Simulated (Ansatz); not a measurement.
**C2H6ClIn: a ladder of functionals and wavefunction methods**

How much do the methods differ for C2H6ClIn? The plan is to run it at one geometry with functionals of several rungs and with coupled cluster, and see how far each lands from CCSD(T) at the basis-set limit for the atomisation energy.

The runs use Ansatz 0.2.0, Gaussian basis; functionals in def2-TZVPP, the program's frozen cores in correlated methods.

Levels to be run: LDA (SPW92), PBE-D4, revPBE-D4, BLYP-D4, r2SCAN-D4, B97M-V, PBE0-D4, B3LYP-D4, r2SCANh-D4, r2SCAN0-D4, HSE06-D4, BHLYP-D4, CAM-B3LYP-D4, LC-ωPBE, ωB97X-V, ωB97M-V, B2PLYP, PBE-QIDH; CCSD(T)/def2-SVP; CCSD(T)/def2-TZVPP; MP2/def2-QZVPP; extrapolation to the limit; RPA on PBE.

## Step 1: The relaxed structure

All runs share one geometry, relaxed beforehand with PBE0-D4 in a triple-zeta def2 set. In takes the def2 core potential; no spin-orbit term is included.

SMILES `ClC[CH2][InH2]`, 10 atoms, charge 0, spin multiplicity 1.

Atoms are counted from 1 here; the program's logs count them from 0.

Bond lengths: Cl1–C2 1.831 Å, C2–C3 1.503 Å, C2–H5 1.089 Å, C2–H6 1.090 Å, C3–In4 2.192 Å, C3–H7 1.093 Å, C3–H8 1.091 Å, In4–H9 1.728 Å, In4–H10 1.723 Å. Angles: Cl1–C2–C3 110.0°, Cl1–C2–H5 104.3°, Cl1–C2–H6 104.1°, C3–C2–H5 112.6°, C3–C2–H6 115.6°, H5–C2–H6 109.3°, C2–C3–In4 104.7°, C2–C3–H7 109.9°, C2–C3–H8 111.2°, In4–C3–H7 113.1°, In4–C3–H8 109.4°, H7–C3–H8 108.5°, C3–In4–H9 117.3°, C3–In4–H10 119.7°, H9–In4–H10 122.9°.

## Step 2: LDA

This LDA is Slater exchange with PW92 correlation.

File in.yaml:

```yaml
crystal:
  periodic: [false, false, false]
  atoms:
    - {symbol: Cl, position_ang: [-1.525365, 0.266032, -1.299820]}
    - {symbol: C, position_ang: [-0.803891, -0.995777, -0.186200]}
    - {symbol: C, position_ang: [0.611188, -0.625763, 0.160337]}
    - {symbol: In, position_ang: [0.611911, 1.564727, 0.238603]}
    - {symbol: H, position_ang: [-1.461525, -0.996233, 0.681525]}
    - {symbol: H, position_ang: [-0.926032, -1.931727, -0.731864]}
    - {symbol: H, position_ang: [0.894654, -1.088973, 1.108324]}
    - {symbol: H, position_ang: [1.306533, -0.961545, -0.610308]}
    - {symbol: H, position_ang: [-0.300911, 2.312163, 1.500706]}
    - {symbol: H, position_ang: [1.593449, 2.457096, -0.861284]}
basis:
  gaussian: {orbitals: def2-TZVPP}
hamiltonian: {xc: lda}
output: {orbitals: {seedname: orbitals}}
```

Run with:

```sh
> ansatz run in.yaml --threads 4 --pin off --events-out ev --progress --plain --max-ram 10444MiB
```

The runs that follow: PBE-D4 (GGA); revPBE-D4 (GGA); BLYP-D4 (GGA); r2SCAN-D4 (meta-GGA); B97M-V (meta-GGA); B3LYP-D4 (hybrid); r2SCANh-D4 (hybrid); r2SCAN0-D4 (hybrid); HSE06-D4 (hybrid); BHLYP-D4 (hybrid); CAM-B3LYP-D4 (range-separated); LC-ωPBE (range-separated); ωB97X-V (range-separated); ωB97M-V (range-separated); B2PLYP (double hybrid); PBE-QIDH (double hybrid); CCSD(T) in def2-SVP; CCSD(T) in def2-TZVPP; MP2 in def2-QZVPP; RPA on PBE orbitals.

**Question.** What will the summary of the whole plan be? Wanted: atomisation energy, CCSD(T)/CBS; farthest beyond LDA; mean size of error, GGA; mean size of error, meta-GGA; mean size of error, hybrid; mean size of error, range-separated; mean size of error, double hybrid; gap, smallest and largest; T1 diagnostic.

The runs gave:

| quantity | value |
| --- | --- |
| atomisation energy, CCSD(T)/CBS | 753.0 kcal/mol |
| functionals within 7.5 kcal/mol (1.0 %) | PBE-D4, r2SCAN-D4, B97M-V, PBE0-D4, r2SCANh-D4, HSE06-D4, CAM-B3LYP-D4, LC-ωPBE, ωB97X-V, ωB97M-V, PBE-QIDH |
| farthest beyond LDA | BHLYP-D4 (-22.7 kcal/mol) |
| mean size of error, GGA | 10.5 kcal/mol |
| mean size of error, meta-GGA | 1.5 kcal/mol |
| mean size of error, hybrid | 7.3 kcal/mol |
| mean size of error, range-separated | 2.2 kcal/mol |
| mean size of error, double hybrid | 10.2 kcal/mol |
| gap, smallest and largest | 4.20 eV (LDA (SPW92)), 10.69 eV (LC-ωPBE) |
| T1 diagnostic | 0.0122 |
| triples share of the correlation energy | 3.7 % |

**Reading.** LDA overbinds by 104.3 kcal/mol (14 %). PBE-D4 misses by +6.4 kcal/mol. Double hybrids carry the basis error of their MP2 part in triple zeta, and no dispersion term here, so their miss is partly the set-up's. The rungs meta-GGA, range-separated, hybrid miss on average by less than the doubt on the reference (7.5 kcal/mol), so they tie. The reference freezes the cores and leaves out spin-orbit coupling and excitations past (T), and its outer-core shells are covered unevenly, so misses under about 7.5 kcal/mol can't be ranked. All levels share the lack of spin-orbit coupling, which lowers the free heavy atoms and so the true binding. Hartree-Fock recovers 73 % of the binding; the rest is correlation. CCSD(T) in def2-SVP is off by -40.5 kcal/mol, worse than the median functional, from the basis alone. The gap grows from 4.2 to 10.7 eV across the functionals, mostly with the share of exact exchange. Correlated methods include outer-core shells of In, which these sets cover unevenly.
